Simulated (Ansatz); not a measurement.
# AlCu: geometry and frequencies at several levels, part 1 of 2

Wanted for AlCu: geometry and frequencies at several levels.

Computed with Ansatz 0.2.0 (the levels named in each step, unless a step's input says otherwise).

## Step 1: The system as given

Bond lengths: Al1–Cu2 2.393 Å.

Coordinates:

```xyz
2

Al    0.0000    0.0000    0.0000
Cu    0.0000    0.0000    2.3926
```

## Step 2: A rough first relaxation, PBE-D4/def2-SVP

This run stands in another session on the same molecule. It ended at:

```xyz
2

Al    0.0000    0.0000    0.0320
Cu    0.0000    0.0000    2.3606
```

## Step 3: Relaxation, PBE0-D4/def2-TZVPP

This run stands in another session on the same molecule. It ended at:

```xyz
2

Al    0.0000    0.0000   -0.0086
Cu    0.0000    0.0000    2.4012
```

## Step 4: Frequencies, PBE0-D4/def2-TZVPP

Contents of input.yaml:

```yaml
crystal:
  periodic: [false, false, false]
  atoms:
    - { symbol: Al, position_ang: [0.0, 0.0, -0.00864814] }
    - { symbol: Cu, position_ang: [0.0, 0.0, 2.40122814] }
basis:
  gaussian: { orbitals: def2-TZVPP }
hamiltonian:
  xc: pbe0
  dispersion: d4
phonons: {}
```

Launch:

```bash
$ ansatz run input.yaml --threads 2 --pin off --max-ram 5120MiB --backend cpu --events-out ev --progress --plain --runs-dir out
```

Output (excerpt; [...] marks lines left out):

```text
Warning: RAYON_NUM_THREADS=2 ignored (pool sized by the plan → 2); use --threads N
[...]
Functional definition: PBE0
[...]
903 factors; their error is unknown
[...]
mean field -51227.25617182 eV, -1882.5669412332 hartree, gradient 3.6e-6 eV, S^2 0.000000; 0 other end points of the search recorded, 0 dependent functions left out
[...]
reference -51227.25619434 eV, -1882.5669420606 hartree; 21, 21 occupied and 85, 85 virtual orbitals, 903 factors
[...]
903 factors; their error is unknown
mean field -51227.25617182 eV, -1882.5669412331 hartree, gradient 6.7e-7 eV, S^2 0.000000; 0 other end points of the search recorded, 0 dependent functions left out
[...]
reference -51227.25619434 eV, -1882.5669420606 hartree; 21, 21 occupied and 85, 85 virtual orbitals, 903 factors
[...]
903 factors; their error is unknown
mean field -51227.25617182 eV, -1882.5669412331 hartree, gradient 6.7e-7 eV, S^2 0.000000; 0 other end points of the search recorded, 0 dependent functions left out
[...]
reference -51227.25619434 eV, -1882.5669420606 hartree; 21, 21 occupied and 85, 85 virtual orbitals, 903 factors
[...]
903 factors; their error is unknown
[...]
mean field -51227.25617182 eV, -1882.5669412331 hartree, gradient 6.7e-7 eV, S^2 0.000000; 0 other end points of the search recorded, 0 dependent functions left out
[...]
reference -51227.25619434 eV, -1882.5669420606 hartree; 21, 21 occupied and 85, 85 virtual orbitals, 903 factors
[...]
903 factors; their error is unknown
[...]
reference -51227.25619434 eV, -1882.5669420606 hartree; 21, 21 occupied and 85, 85 virtual orbitals, 903 factors
[...]
903 factors; their error is unknown
mean field -51227.25617182 eV, -1882.5669412331 hartree, gradient 6.7e-7 eV, S^2 0.000000; 0 other end points of the search recorded, 0 dependent functions left out
[...]
reference -51227.25619434 eV, -1882.5669420606 hartree; 21, 21 occupied and 85, 85 virtual orbitals, 903 factors
[...]
903 factors; their error is unknown
mean field -51227.25617182 eV, -1882.5669412331 hartree, gradient 6.7e-7 eV, S^2 0.000000; 0 other end points of the search recorded, 0 dependent functions left out
[...]
reference -51227.25619434 eV, -1882.5669420606 hartree; 21, 21 occupied and 85, 85 virtual orbitals, 903 factors
[...]
903 factors; their error is unknown
mean field -51227.25615553 eV, -1882.5669406343 hartree, gradient 1.6e-6 eV, S^2 0.000000; 0 other end points of the search recorded, 0 dependent functions left out
[...]
reference -51227.25617804 eV, -1882.5669414618 hartree; 21, 21 occupied and 85, 85 virtual orbitals, 903 factors
[...]
903 factors; their error is unknown
[...]
mean field -51227.25615599 eV, -1882.5669406512 hartree, gradient 1.9e-6 eV, S^2 0.000000; 0 other end points of the search recorded, 0 dependent functions left out
[...]
reference -51227.25617850 eV, -1882.5669414785 hartree; 21, 21 occupied and 85, 85 virtual orbitals, 903 factors
Total energy: -51227.29351210 eV, -1882.5683134629 hartree
Atom 0 at     0.000000     0.000000    -0.008648 Å, force     0.000000    -0.000000     0.000091 eV/Å
Atom 1 at     0.000000     0.000000     2.401228 Å, force    -0.000000     0.000000    -0.000091 eV/Å
Dipole moment:    -0.000000    -0.000000    -0.018572 e Å
Vibrations: 271.53 cm⁻¹, zero-point energy 0.016833 eV
```

Wall time 25 s (2 threads of Intel Xeon at 2.50GHz (Skylake/Cascade Lake), shared host); peak memory 0.2 GiB.

Harmonic frequencies (cm⁻¹; negative: imaginary): 272.

## Step 5: Relaxation, PBE-D4/def2-TZVPP

input.yaml: that of step 4 with these lines changed.

```diff
@@ -8,4 +8,6 @@
 hamiltonian:
-  xc: pbe0
+  xc: pbe
   dispersion: d4
-phonons: {}
+relax:
+  f_tol: 0.002
+  max_steps: 150
```

Launch:

```bash
$ ansatz run input.yaml --threads 2 --pin off --max-ram 5120MiB --backend cpu --events-out ev --progress --plain --runs-dir out
```

Output (excerpt; [...] marks lines left out):

```text
Warning: RAYON_NUM_THREADS=2 ignored (pool sized by the plan → 2); use --threads N
[...]
Functional definition: PBE
[...]
774 factors; their error is unknown
[...]
mean field -51227.13885554 eV, -1882.5626299393 hartree, gradient 5.5e-5 eV, S^2 0.000000; 0 other end points of the search recorded, 0 dependent functions left out
[...]
reference -51227.13888604 eV, -1882.5626310600 hartree; 21, 21 occupied and 85, 85 virtual orbitals, 774 factors
relax step   1: F+E_penalty+E_count = -51227.18314874 eV  Δ(F+E_penalty+E_count) = +0.000e0 eV  max|allowed force component| = 1.606e-1 eV/Å  Δτ_max = 0.0000 Å  (29 SCF iters, accepted)
[...]
relax step   2: F+E_penalty+E_count = -51227.18521091 eV  Δ(F+E_penalty+E_count) = -2.062e-3 eV  max|allowed force component| = 6.405e-2 eV/Å  Δτ_max = 0.0091 Å  (27 SCF iters, accepted)
[...]
relax step   3: F+E_penalty+E_count = -51227.18558115 eV  Δ(F+E_penalty+E_count) = -3.702e-4 eV  max|allowed force component| = 1.094e-3 eV/Å  Δτ_max = 0.0058 Å  (28 SCF iters, accepted)
774 factors; their error is unknown
[...]
mean field -51227.14127277 eV, -1882.5627187709 hartree, gradient 4.6e-5 eV, S^2 0.000000; 1 other end points of the search recorded, 0 dependent functions left out
[...]
reference -51227.14130321 eV, -1882.5627198896 hartree; 21, 21 occupied and 85, 85 virtual orbitals, 774 factors
Total energy: -51227.18561159 eV, -1882.5643481924 hartree
Atom 0 at    -0.000000     0.000000     0.006326 Å, force     0.000000     0.000000    -0.001094 eV/Å
Atom 1 at     0.000000    -0.000000     2.386254 Å, force    -0.000000     0.000000     0.001094 eV/Å
Dipole moment:    -0.000000    -0.000000    -0.131997 e Å
```

It took 7.2 s on 2 threads of Intel Xeon at 2.50GHz (Skylake/Cascade Lake), shared host; peak memory 0.18 GiB.

Relaxation path:

```
step  E - E(step 1) (eV)  largest force component (eV/Å)
   1              0.0000                          0.1606
   2             -0.0021                          0.0641
   3             -0.0024                          0.0011
```

Step 1 is the start.

Before: Bond lengths: Al1–Cu2 2.410 Å.

After: Bond lengths: Al1–Cu2 2.380 Å.

## Step 6: Frequencies, PBE-D4/def2-TZVPP

Contents of input.yaml:

```yaml
crystal:
  periodic: [false, false, false]
  atoms:
    - { symbol: Al, position_ang: [0.0, 0.0, 0.00632604] }
    - { symbol: Cu, position_ang: [0.0, 0.0, 2.38625396] }
basis:
  gaussian: { orbitals: def2-TZVPP }
hamiltonian:
  xc: pbe
  dispersion: d4
phonons: {}
```

Launch:

```bash
$ ansatz run input.yaml --threads 2 --pin off --max-ram 5120MiB --backend cpu --events-out ev --progress --plain --runs-dir out
```

Output (excerpt; [...] marks lines left out):

```text
Warning: RAYON_NUM_THREADS=2 ignored (pool sized by the plan → 2); use --threads N
[...]
Functional definition: PBE
[...]
774 factors; their error is unknown
[...]
mean field -51227.14127277 eV, -1882.5627187709 hartree, gradient 2.0e-5 eV, S^2 0.000000; 0 other end points of the search recorded, 0 dependent functions left out
[...]
reference -51227.14130321 eV, -1882.5627198896 hartree; 21, 21 occupied and 85, 85 virtual orbitals, 774 factors
[...]
774 factors; their error is unknown
mean field -51227.14127278 eV, -1882.5627187710 hartree, gradient 1.5e-6 eV, S^2 0.000000; 0 other end points of the search recorded, 0 dependent functions left out
[...]
reference -51227.14130322 eV, -1882.5627198897 hartree; 21, 21 occupied and 85, 85 virtual orbitals, 774 factors
[...]
774 factors; their error is unknown
[...]
774 factors; their error is unknown
mean field -51227.14125916 eV, -1882.5627182705 hartree, gradient 2.1e-6 eV, S^2 0.000000; 0 other end points of the search recorded, 0 dependent functions left out
[...]
reference -51227.14128960 eV, -1882.5627193894 hartree; 21, 21 occupied and 85, 85 virtual orbitals, 774 factors
[...]
774 factors; their error is unknown
[...]
mean field -51227.14125074 eV, -1882.5627179612 hartree, gradient 2.7e-6 eV, S^2 0.000000; 0 other end points of the search recorded, 0 dependent functions left out
[...]
reference -51227.14128118 eV, -1882.5627190797 hartree; 21, 21 occupied and 85, 85 virtual orbitals, 774 factors
Total energy: -51227.18561159 eV, -1882.5643481924 hartree
Atom 0 at     0.000000     0.000000     0.006326 Å, force    -0.000000     0.000000    -0.001095 eV/Å
Atom 1 at     0.000000     0.000000     2.386254 Å, force     0.000000    -0.000000     0.001095 eV/Å
Dipole moment:     0.000000    -0.000000    -0.131998 e Å
Vibrations: 286.22 cm⁻¹, zero-point energy 0.017743 eV
```

Run time: 18 s. Hardware: 2 threads of Intel Xeon at 2.50GHz (Skylake/Cascade Lake), shared host; peak memory 0.14 GiB.

Harmonic frequencies (cm⁻¹; negative: imaginary): 286.

## Step 7: Relaxation, r2SCAN-D4/def2-TZVPP

Contents of input.yaml:

```yaml
crystal:
  periodic: [false, false, false]
  atoms:
    - { symbol: Al, position_ang: [0.0, 0.0, -0.00864814] }
    - { symbol: Cu, position_ang: [0.0, 0.0, 2.40122814] }
basis:
  gaussian: { orbitals: def2-TZVPP }
hamiltonian:
  xc: r2scan
  dispersion: d4
relax:
  f_tol: 0.002
  max_steps: 150
```

Launch:

```bash
$ ansatz run input.yaml --threads 2 --pin off --max-ram 5120MiB --backend cpu --events-out ev --progress --plain --runs-dir out
```

Output (excerpt; [...] marks lines left out):

```text
Warning: RAYON_NUM_THREADS=2 ignored (pool sized by the plan → 2); use --threads N
[...]
Functional definition: r2SCAN
[...]
774 factors; their error is unknown
[...]
mean field -51235.85930005 eV, -1882.8831003642 hartree, gradient 2.2e-5 eV, S^2 0.000000; 0 other end points of the search recorded, 0 dependent functions left out
[...]
reference -51235.85930997 eV, -1882.8831007288 hartree; 21, 21 occupied and 85, 85 virtual orbitals, 774 factors
relax step   1: F+E_penalty+E_count = -51235.86682713 eV  Δ(F+E_penalty+E_count) = +0.000e0 eV  max|allowed force component| = 2.889e-1 eV/Å  Δτ_max = 0.0000 Å  (30 SCF iters, accepted)
[...]
relax step   3: F+E_penalty+E_count = -51235.87456572 eV  Δ(F+E_penalty+E_count) = -1.087e-3 eV  max|allowed force component| = 2.950e-3 eV/Å  Δτ_max = 0.0098 Å  (29 SCF iters, accepted)
[...]
relax step   4: F+E_penalty+E_count = -51235.87456643 eV  Δ(F+E_penalty+E_count) = -7.131e-7 eV  max|allowed force component| = 7.371e-6 eV/Å  Δτ_max = 0.0002 Å  (22 SCF iters, accepted)
774 factors; their error is unknown
mean field -51235.86704500 eV, -1882.8833849858 hartree, gradient 1.3e-5 eV, S^2 0.000000; 1 other end points of the search recorded, 0 dependent functions left out
[...]
reference -51235.86705491 eV, -1882.8833853498 hartree; 21, 21 occupied and 85, 85 virtual orbitals, 774 factors
Total energy: -51235.87457634 eV, -1882.8836617572 hartree
Atom 0 at     0.000000    -0.000000     0.017351 Å, force    -0.000000    -0.000000    -0.000007 eV/Å
Atom 1 at    -0.000000     0.000000     2.375229 Å, force    -0.000000     0.000000     0.000007 eV/Å
Dipole moment:     0.000000    -0.000000    -0.046264 e Å
```

It took 16 s on 2 threads of Intel Xeon at 2.50GHz (Skylake/Cascade Lake), shared host; peak memory 0.19 GiB.

The steps of the relaxation:

| step | E - E(step 1) (eV) | largest force component (eV/Å) |
| --- | --- | --- |
| 1 | 0.0000 | 0.2889 |
| 2 | -0.0067 | 0.1124 |
| 3 | -0.0077 | 0.0029 |
| 4 | -0.0077 | 0.0000 |

Step 1 is the start.

Before: Bond lengths: Al1–Cu2 2.410 Å.

After: Bond lengths: Al1–Cu2 2.358 Å.

## Step 8: Frequencies, r2SCAN-D4/def2-TZVPP

Contents of input.yaml:

```yaml
crystal:
  periodic: [false, false, false]
  atoms:
    - { symbol: Al, position_ang: [0.0, 0.0, 0.01735076] }
    - { symbol: Cu, position_ang: [0.0, 0.0, 2.37522924] }
basis:
  gaussian: { orbitals: def2-TZVPP }
hamiltonian:
  xc: r2scan
  dispersion: d4
phonons: {}
```

Launch:

```bash
$ ansatz run input.yaml --threads 2 --pin off --max-ram 5120MiB --backend cpu --events-out ev --progress --plain --runs-dir out
```

Output (excerpt; [...] marks lines left out):

```text
Warning: RAYON_NUM_THREADS=2 ignored (pool sized by the plan → 2); use --threads N
[...]
Functional definition: r2SCAN
[...]
774 factors; their error is unknown
[...]
mean field -51235.86704500 eV, -1882.8833849858 hartree, gradient 3.0e-5 eV, S^2 0.000000; 0 other end points of the search recorded, 0 dependent functions left out
[...]
reference -51235.86705491 eV, -1882.8833853498 hartree; 21, 21 occupied and 85, 85 virtual orbitals, 774 factors
[...]
774 factors; their error is unknown
mean field -51235.86704500 eV, -1882.8833849858 hartree, gradient 1.9e-6 eV, S^2 0.000000; 0 other end points of the search recorded, 0 dependent functions left out
[...]
reference -51235.86705491 eV, -1882.8833853498 hartree; 21, 21 occupied and 85, 85 virtual orbitals, 774 factors
[...]
774 factors; their error is unknown
[...]
774 factors; their error is unknown
mean field -51235.86702585 eV, -1882.8833842820 hartree, gradient 2.4e-6 eV, S^2 0.000000; 0 other end points of the search recorded, 0 dependent functions left out
[...]
reference -51235.86703576 eV, -1882.8833846461 hartree; 21, 21 occupied and 85, 85 virtual orbitals, 774 factors
[...]
774 factors; their error is unknown
[...]
mean field -51235.86702609 eV, -1882.8833842910 hartree, gradient 1.5e-6 eV, S^2 0.000000; 0 other end points of the search recorded, 0 dependent functions left out
[...]
reference -51235.86703600 eV, -1882.8833846550 hartree; 21, 21 occupied and 85, 85 virtual orbitals, 774 factors
Total energy: -51235.87457634 eV, -1882.8836617572 hartree
Atom 0 at     0.000000     0.000000     0.017351 Å, force    -0.000000    -0.000000    -0.000007 eV/Å
Atom 1 at     0.000000     0.000000     2.375229 Å, force    -0.000000    -0.000000     0.000007 eV/Å
Dipole moment:    -0.000000    -0.000000    -0.046265 e Å
Vibrations: 295.69 cm⁻¹, zero-point energy 0.018330 eV
```

Wall time 30 s (2 threads of Intel Xeon at 2.50GHz (Skylake/Cascade Lake), shared host); peak memory 0.16 GiB.

Harmonic frequencies (cm⁻¹; negative: imaginary): 296.

(Continued in part 2 of 2.)
